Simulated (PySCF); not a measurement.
# C4HF4O: the cost of one run

Computed with PySCF 2.14.0 and routines of our own; the level stands in each step. Atoms count from 0.

## (1) The system as given

10 atoms, charge 1, multiplicity 1; geometry from: GFN2-xTB.

## (2) Magnetic properties: GIAO B3LYP/pcSseg-1

The job: settings as JSON, then the geometry in Å.

```
{"job": {"kind": "mag", "xc": "B3LYP", "basis": "pcSseg-1", "isotopologues": 0}, "charge": 1, "multiplicity": 1}
F      1.249713     2.243969    -0.056044
C      1.311010     0.986732     0.008316
C      2.049671    -0.165038     0.098059
C      0.652801    -0.252880     0.038414
O     -0.374729    -0.990899     0.027763
C     -1.696709    -0.415984    -0.058172
F     -1.889608     0.344208     0.993148
F     -2.531172    -1.399286    -0.096412
F     -1.762744     0.320063    -1.142806
H      3.000649    -0.666231     0.165206
```

Method: GIAO B3LYP/pcSseg-1 magnetisability, rotational g tensor and spin-rotation constants, non-relativistic, gas phase.

The run is started by

```console
OMP_NUM_THREADS=1 python excited_run.py task.json out
```

This one command runs all jobs of the session in turn.

Q: Estimate the wall time and peak memory of this first job on 1 thread of Arm Neoverse V1, shared host.

About 20 s, with a peak of 0.73 GiB.
